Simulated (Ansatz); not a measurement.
**HfNH (quintet): the correlation ladder at a displaced geometry (v2), def2-SVP**

An exercise on one series of results from a longer session: the logs are not shown, and one member is left open.

Program: Ansatz 0.2.0, Gaussian basis. Level of theory: def2-SVP, core rule «outside noble gas», up to 5 orbitals frozen. These are calculated values, not measurements.

The runs, in order: UHF; CCSD(T) on ROHF; CCSD(T) on UHF; CISD as a restricted active space (open shells left free, so some higher excitations enter); CCSDT(Q) on ROHF; CCSDT(Q) on UHF.

32 further runs of the same task are left out: 8 for a known fault of the program, 9 that didn't finish, 15 set aside as unsound or not needed. Runs told in other sessions of the task aren't counted.

## The system

The geometry is a PBE0/def2-TZVP stationary point (not a proven minimum) with its atoms shifted at random (size 0.100 Å). No spin-orbit coupling is included. Elements past krypton take def2 core potentials.

3 atoms, charge 0, spin multiplicity 5.

Atoms are counted from 1 here; the program's logs count them from 0.

Bond lengths: Hf1–N2 2.029 Å, N2–H3 1.011 Å. Angles: Hf1–N2–H3 147.9°.

The first run:

File in.yaml:

```yaml
crystal:
  periodic: [false, false, false]
  atoms:
    - {symbol: Hf, position_ang: [0.084376, -0.106243, 1.642235]}
    - {symbol: N, position_ang: [-0.080498, -0.187715, -0.378472]}
    - {symbol: H, position_ang: [-0.003878, 0.293959, -1.263763]}
basis:
  gaussian: {orbitals: def2-SVP}
magnetization: {spin_polarized: true, initial_magnetization: 4}
hamiltonian: {xc: hf}
output: {orbitals: {seedname: orbitals}}
```

Started as:

```bash
ansatz run in.yaml --threads 1 --pin off --events-out ev --progress --plain --max-ram 2393MiB
```

Steps of the session up to this table: UHF; CCSD(T) on ROHF; CCSD(T) on UHF; CISD as a restricted active space (open shells left free, so some higher excitations enter); CCSDT(Q) on ROHF; CCSDT(Q) on UHF.

One table of the session follows, with a row left open; its other results are not shown here.

| method | from RCCSDT(Q) (kJ/mol) |
| --- | --- |
| UHF | +516.4 |
| RMP2 | +77.7 |
| UMP2 | +66.8 |
| RCCSD | +21.5 |
| UCCSD | +14.0 |
| RCCSD(T) | +4.7 |
| UCCSD(T) | -1.3 |
| RCCSDT | ? |
| UCCSDT | -4.2 |
| RCCSDT(Q) | 0 |
| UCCSDT(Q) | -5.7 |

Estimate the missing values for RCCSDT.

**Answer.** from RCCSDT(Q) (kJ/mol): +1.3. In the column «from RCCSDT(Q) (kJ/mol)» it lies between RCCSDT(Q) (0) and RCCSD(T) (+4.7).

Not comparable, so not listed: CISD as a restricted active space (open shells left free, so some higher excitations enter) (they don't share determinant, frozen orbitals or solution with the rows shown, or repeat one).

Left out of the table: ROHF (another determinant or state than the rows shown).

Limits of these values: Warnings: coupled cluster took another determinant than the lowest. Restricted and unrestricted rows rest on different reference determinants; a gap between their highest levels can come from leftover correlation error, from unlike frozen cores or from another state.
